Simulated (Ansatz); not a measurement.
# C4H6O2S: up Jacob's ladder to CCSD(T)

How much do the methods differ for C4H6O2S? The plan is to run it at one geometry with functionals of several rungs and with coupled cluster. The yardstick is the atomisation energy at the CCSD(T) limit.

The runs use Ansatz 0.2.0, Gaussian basis; functionals in def2-TZVPP, the program's frozen cores in correlated methods.

The runs, in order: LDA (SPW92), PBE-D4, revPBE-D4, BLYP-D4, r2SCAN-D4, B97M-V, PBE0-D4, B3LYP-D4, r2SCANh-D4, r2SCAN0-D4, HSE06-D4, BHLYP-D4, CAM-B3LYP-D4, LC-ωPBE, ωB97X-V, ωB97M-V, B2PLYP, PBE-QIDH; CCSD(T)/def2-SVP; CCSD(T)/def2-TZVPP; MP2/def2-QZVPP; extrapolation to the limit; RPA on PBE.

## (1) The geometry

All runs share one geometry, relaxed beforehand with PBE0-D4 in a triple-zeta def2 set.

SMILES `O=S1(=O)CC=CC1`, 13 atoms, charge 0, spin multiplicity 1.

Atoms are counted from 1 here; the program's logs count them from 0.

Bond lengths: O1–S2 1.436 Å, S2–O3 1.437 Å, S2–C4 1.803 Å, S2–C7 1.803 Å, C4–C5 1.490 Å, C4–H8 1.093 Å, C4–H9 1.092 Å, C5–C6 1.329 Å, C5–H10 1.084 Å, C6–C7 1.490 Å, C6–H11 1.084 Å, C7–H12 1.092 Å, C7–H13 1.093 Å. Angles: O1–S2–O3 120.3°, O1–S2–C4 110.6°, O1–S2–C7 110.6°, O3–S2–C4 108.4°, O3–S2–C7 108.4°, C4–S2–C7 95.8°, S2–C4–C5 104.0°, S2–C4–H8 108.2°, S2–C4–H9 107.5°, C5–C4–H8 113.4°, C5–C4–H9 113.9°, H8–C4–H9 109.3°, C4–C5–C6 116.8°, C4–C5–H10 120.3°, C6–C5–H10 122.9°, C5–C6–C7 116.8°, C5–C6–H11 122.9°, C7–C6–H11 120.3° and more.

## (2) LDA

This LDA is Slater exchange with PW92 correlation.

The input, in.yaml:

```yaml
crystal:
  periodic: [false, false, false]
  atoms:
    - {symbol: O, position_ang: [0.213001, -2.258688, 0.921045]}
    - {symbol: S, position_ang: [0.012613, -0.838961, 0.999195]}
    - {symbol: O, position_ang: [-0.201890, -0.206041, 2.270860]}
    - {symbol: C, position_ang: [-1.300635, -0.320329, -0.122366]}
    - {symbol: C, position_ang: [-0.690777, 0.794798, -0.900534]}
    - {symbol: C, position_ang: [0.620008, 0.972662, -0.767699]}
    - {symbol: C, position_ang: [1.336780, 0.037247, 0.144550]}
    - {symbol: H, position_ang: [-1.582023, -1.177145, -0.739056]}
    - {symbol: H, position_ang: [-2.153769, -0.018782, 0.488712]}
    - {symbol: H, position_ang: [-1.308545, 1.420885, -1.533340]}
    - {symbol: H, position_ang: [1.162836, 1.756214, -1.282926]}
    - {symbol: H, position_ang: [1.942803, 0.536517, 0.903283]}
    - {symbol: H, position_ang: [1.949597, -0.698358, -0.381734]}
basis:
  gaussian: {orbitals: def2-TZVPP}
hamiltonian: {xc: lda}
output: {orbitals: {seedname: orbitals}}
```

On the command line:

```sh
> ansatz run in.yaml --threads 2 --pin off --events-out ev --progress --plain --max-ram 32768MiB --backend cuda --devices 0, --max-vram 18GiB
```

After this run come: PBE-D4 (GGA); revPBE-D4 (GGA); BLYP-D4 (GGA); r2SCAN-D4 (meta-GGA); B97M-V (meta-GGA); B3LYP-D4 (hybrid); r2SCANh-D4 (hybrid); r2SCAN0-D4 (hybrid); HSE06-D4 (hybrid); BHLYP-D4 (hybrid); CAM-B3LYP-D4 (range-separated); LC-ωPBE (range-separated); ωB97X-V (range-separated); ωB97M-V (range-separated); B2PLYP (double hybrid); PBE-QIDH (double hybrid); CCSD(T) in def2-SVP; CCSD(T) in def2-TZVPP; MP2 in def2-QZVPP; RPA on PBE orbitals.

Before running them: what should the planned runs give, taken together? Wanted: atomisation energy, CCSD(T)/CBS; farthest beyond LDA; mean size of error, GGA; mean size of error, meta-GGA; mean size of error, hybrid; mean size of error, range-separated; mean size of error, double hybrid; gap, smallest and largest; T1 diagnostic.

**Answer**, as computed:

| quantity | value |
| --- | --- |
| atomisation energy, CCSD(T)/CBS | 1283.4 kcal/mol |
| functionals within 6.4 kcal/mol (0.5 %) | BLYP-D4, B97M-V, B3LYP-D4, r2SCANh-D4, CAM-B3LYP-D4, LC-ωPBE, ωB97X-V, ωB97M-V, PBE-QIDH |
| farthest beyond LDA | BHLYP-D4 (-58.5 kcal/mol) |
| mean size of error, GGA | 22.0 kcal/mol |
| mean size of error, meta-GGA | 8.7 kcal/mol |
| mean size of error, hybrid | 18.7 kcal/mol |
| mean size of error, range-separated | 2.3 kcal/mol |
| mean size of error, double hybrid | 8.9 kcal/mol |
| gap, smallest and largest | 5.38 eV (LDA (SPW92)), 12.72 eV (LC-ωPBE) |
| T1 diagnostic | 0.0152 |
| triples share of the correlation energy | 4.5 % |

The LDA atomisation energy is off by 234.3 kcal/mol (18 %): it overbinds. PBE-D4 is off by +51.2 kcal/mol. Double hybrids carry the basis error of their MP2 part in triple zeta, and no dispersion term here, so their miss is partly the set-up's. Taken by rung, range-separated functionals do best (2.3 kcal/mol on average) and GGA ones worst beyond LDA (22.0 kcal/mol). Misses under about 6.4 kcal/mol are within the doubt on the reference itself, which lacks core-valence correlation, relativity and higher excitations. Hartree-Fock recovers 69 % of the binding; the rest is correlation. CCSD(T) in def2-SVP is off by -110.6 kcal/mol, worse than the median functional, from the basis alone. The gap grows from 5.4 to 12.7 eV across the functionals, mostly with the share of exact exchange.
